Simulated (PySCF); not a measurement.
# C8H4F6O2S: electronic excitations

Aim: compute the electronic excitations of C8H4F6O2S (`FC(F)(F)c1sc(C(F)(F)F)c2c1OCCO2`).

Programs: PySCF 2.14.0, with routines of our own; each step states its level. All values are computed. Atoms count from 0.

### Step 1. The system as given

21 atoms, charge 0, multiplicity 1; geometry from: GFN2-xTB.

### Step 2. Electronic excitations: TDA CAM-B3LYP/6-31G*

The job: settings as JSON, then the geometry in Å.

```
{"job": {"kind": "uv", "basis": "6-31G*", "grid": 1, "kgrid": 0, "vcut": 1.5, "nstates": 5, "ntriplets": 2, "tda": true, "delta": ["ip_vertical"], "pop": false, "xc": "CAM-B3LYP"}, "charge": 0, "multiplicity": 1}
F      3.415187    -1.245204     0.454898
C      2.974377    -0.598459    -0.636933
F      3.937626     0.262208    -0.986340
F      2.905427    -1.516960    -1.613012
C      1.673954     0.087793    -0.405462
S      1.529088     1.799232    -0.553749
C     -0.144025     1.712765    -0.148012
C     -0.987316     2.937526    -0.084357
F     -1.993331     2.914698    -0.974376
F     -0.279609     4.044871    -0.335839
F     -1.556584     3.108690     1.118783
C     -0.567055     0.429115     0.083727
C      0.493137    -0.515301    -0.055144
O      0.327449    -1.834999     0.151238
C     -0.889660    -2.129900     0.825484
C     -2.048421    -1.324509     0.239619
O     -1.827133     0.071906     0.394067
H     -0.778957    -1.897065     1.892208
H     -1.049839    -3.200343     0.695273
H     -2.159821    -1.558248    -0.826851
H     -2.979846    -1.537651     0.764494
```

Method: TDA CAM-B3LYP/6-31G*, vertical, gas phase, core orbitals frozen in the response, virtual orbitals cut by energy.

Run with:

```console
> OMP_NUM_THREADS=1 python large_run.py task.json out
```

The driver reads the jobs from task.json and runs them one after another.

The program printed:

```text
start: PBE on a coarse grid of 20583 points
cycle   1  E = -1453.3877273489  dE =  3.276e+00  |g| = 1.420e+00  |ddm| = 5.380e+00
cycle   2  E = -1452.2347303240  dE =  1.153e+00  |g| = 2.924e+00  |ddm| = 3.581e+00
cycle   3  E = -1453.6689673861  dE = -1.434e+00  |g| = 5.037e-01  |ddm| = 2.904e+00
cycle   4  E = -1453.7278661513  dE = -5.890e-02  |g| = 1.706e-01  |ddm| = 7.547e-01
cycle   5  E = -1453.7334219677  dE = -5.556e-03  |g| = 8.423e-02  |ddm| = 2.630e-01
cycle   6  E = -1453.7351158047  dE = -1.694e-03  |g| = 2.963e-02  |ddm| = 1.357e-01
cycle   7  E = -1453.7353573914  dE = -2.416e-04  |g| = 3.955e-03  |ddm| = 4.225e-02
final grid: 93058 points
cycle   8  E = -1454.5476902359  dE = -1.058e-02  |g| = 1.443e-01  |ddm| = 4.480e-01
cycle   9  E = -1454.5460992912  dE =  1.591e-03  |g| = 1.758e-01  |ddm| = 2.185e-01
cycle  10  E = -1454.5513411246  dE = -5.242e-03  |g| = 1.194e-02  |ddm| = 1.310e-01
cycle  11  E = -1454.5513687435  dE = -2.762e-05  |g| = 6.323e-03  |ddm| = 1.572e-02
cycle  12  E = -1454.5513782162  dE = -9.473e-06  |g| = 1.551e-03  |ddm| = 7.645e-03
cycle  13  E = -1454.5513796713  dE = -1.455e-06  |g| = 4.016e-04  |ddm| = 2.144e-03
cycle  14  E = -1454.5513765974  dE =  3.074e-06  |g| = 2.004e-04  |ddm| = 8.871e-04
cycle  15  E = -1454.5513782783  dE = -1.681e-06  |g| = 6.501e-05  |ddm| = 4.714e-04
converged SCF energy = -1454.5513782783
Vertical ionisation energy (delta-SCF) = 8.7912 eV   <S^2> = 0.779

Static polarisability (au): isotropic 98.282, principal 61.858 105.442 127.545

Singlet excitations
state   eV       nm        f      main configurations
  1   5.3896    230.0   0.25233   H->L 0.89
  2   5.7712    214.8   0.19805   H-1->L 0.92
  3   5.9208    209.4   0.00467   H->L+1 0.94
  4   6.2389    198.7   0.00147   H-1->L+1 0.96
  5   7.2009    172.2   0.00293   H->L+2 0.82, H->L+3 0.12

Triplet excitations (Tamm-Dancoff, eV): 3.4132 3.6752
```

Wall time 1.8 min (1 thread of Arm Neoverse N1, shared host); peak memory 0.65 GiB.

Frontier orbitals and where they lie:

```tsv
orbital	eV	atoms
HOMO−4	-11.61	O16 18 %, O13 18 %, C15 10 %
HOMO−3	-11.41	S5 37 %, O13 16 %, O16 16 %
HOMO−2	-10.74	O16 24 %, O13 24 %, C14 11 %
HOMO−1	-8.32	C4 32 %, C6 32 %, O13 7 %
HOMO	-8.08	S5 36 %, C11 15 %, C12 15 %
LUMO	-0.14	C4 22 %, C6 22 %, S5 16 %
LUMO+1	1.62	S5 57 %, C4 14 %, C6 14 %
LUMO+2	2.52	S5 18 %, C11 12 %, C12 12 %
LUMO+3	2.71	C11 20 %, C12 20 %, S5 6 %
```

With each of the 5 states as a Gaussian band of 0.4 eV half-width at 1/e, the curve within the window shown has maxima at 223 nm (ε 15,000) L/(mol cm). Beyond the last state computed it falls off for lack of states. The curve at chosen wavelengths:

```tsv
nm	ε (L/mol/cm)
165	68
169	108
172	119
176	101
180	71
184	72
187	137
191	421
195	1147
198	2136
202	4138
206	6756
210	9554
213	11462
217	13428
221	14512
225	14610
228	14041
232	12541
236	10450
239	8707
243	6431
247	4447
251	2890
254	2014
258	1187
```

Ground-state properties from the same run:

```tsv
property	computed
dipole moment (D)	4.02
polarisability (Å³)	14.56
HOMO–LUMO gap (eV)	7.94
−ε(HOMO) (eV)	8.08
```

### Step 3. Electronic excitations: TDDFT PBE/6-31G*

The job, as its differences from that of step 2:

```diff
@@ -1,2 +1,2 @@
-{"job": {"kind": "uv", "basis": "6-31G*", "grid": 1, "kgrid": 0, "vcut": 1.5, "nstates": 5, "ntriplets": 2, "tda": true, "delta": ["ip_vertical"], "pop": false, "xc": "CAM-B3LYP"}, "charge": 0, "multiplicity": 1}
+{"job": {"kind": "uv", "basis": "6-31G*", "grid": 1, "kgrid": 0, "vcut": null, "nstates": 5, "ntriplets": 2, "tda": false, "delta": ["ip_vertical"], "pop": false, "xc": "PBE"}, "charge": 0, "multiplicity": 1}
 F      3.415187    -1.245204     0.454898
```

Level: TDDFT PBE/6-31G*, vertical, gas phase, core orbitals frozen in the response.

The program printed:

```text
start: PBE on a coarse grid of 20583 points
cycle   1  E = -1453.3877790751  dE =  3.276e+00  |g| = 1.420e+00  |ddm| = 5.380e+00
cycle   2  E = -1452.2347646074  dE =  1.153e+00  |g| = 2.924e+00  |ddm| = 3.581e+00
cycle   3  E = -1453.6690179434  dE = -1.434e+00  |g| = 5.037e-01  |ddm| = 2.904e+00
cycle   4  E = -1453.7279120705  dE = -5.889e-02  |g| = 1.705e-01  |ddm| = 7.547e-01
cycle   5  E = -1453.7334687276  dE = -5.557e-03  |g| = 8.423e-02  |ddm| = 2.630e-01
cycle   6  E = -1453.7351590471  dE = -1.690e-03  |g| = 2.962e-02  |ddm| = 1.357e-01
cycle   7  E = -1453.7354053156  dE = -2.463e-04  |g| = 3.956e-03  |ddm| = 4.225e-02
final grid: 93058 points
cycle   8  E = -1453.6423944867  dE =  3.825e-05  |g| = 3.145e-02  |ddm| = 5.761e-02
cycle   9  E = -1453.6417325837  dE =  6.619e-04  |g| = 6.559e-02  |ddm| = 8.397e-02
cycle  10  E = -1453.6425879615  dE = -8.554e-04  |g| = 5.054e-03  |ddm| = 6.143e-02
cycle  11  E = -1453.6425927635  dE = -4.802e-06  |g| = 7.629e-04  |ddm| = 6.275e-03
cycle  12  E = -1453.6425902645  dE =  2.499e-06  |g| = 4.642e-04  |ddm| = 1.173e-03
cycle  13  E = -1453.6425931678  dE = -2.903e-06  |g| = 9.758e-05  |ddm| = 7.040e-04
converged SCF energy = -1453.6425931678
Vertical ionisation energy (delta-SCF) = 8.3546 eV   <S^2> = 0.757

Static polarisability (au): isotropic 106.871, principal 66.100 118.798 135.715

Singlet excitations
state   eV       nm        f      main configurations
  1   4.5210    274.2   0.11632   H->L 0.90
  2   4.9116    252.4   0.11957   H-1->L 0.92
  3   5.1005    243.1   0.00469   H->L+1 0.99
  4   5.2644    235.5   0.00165   H-1->L+1 0.99
  5   5.9503    208.4   0.02917   H-2->L 0.94

Triplet excitations (Tamm-Dancoff, eV): 3.3732 3.4462
```

Wall time 80 s (1 thread of Arm Neoverse N1, shared host); peak memory 0.53 GiB.

### Step 4. What came out

| quantity | value |
| --- | --- |
| lowest singlet (CAM-B3LYP/6-31G*) | 5.39 eV (230 nm), f = 0.252 |
| lowest triplet | 3.41 eV |

What this shows: The first singlet state (HOMO→LUMO 0.89) lies at 5.39 eV and is bright. The lowest triplet lies 1.98 eV below the lowest singlet.
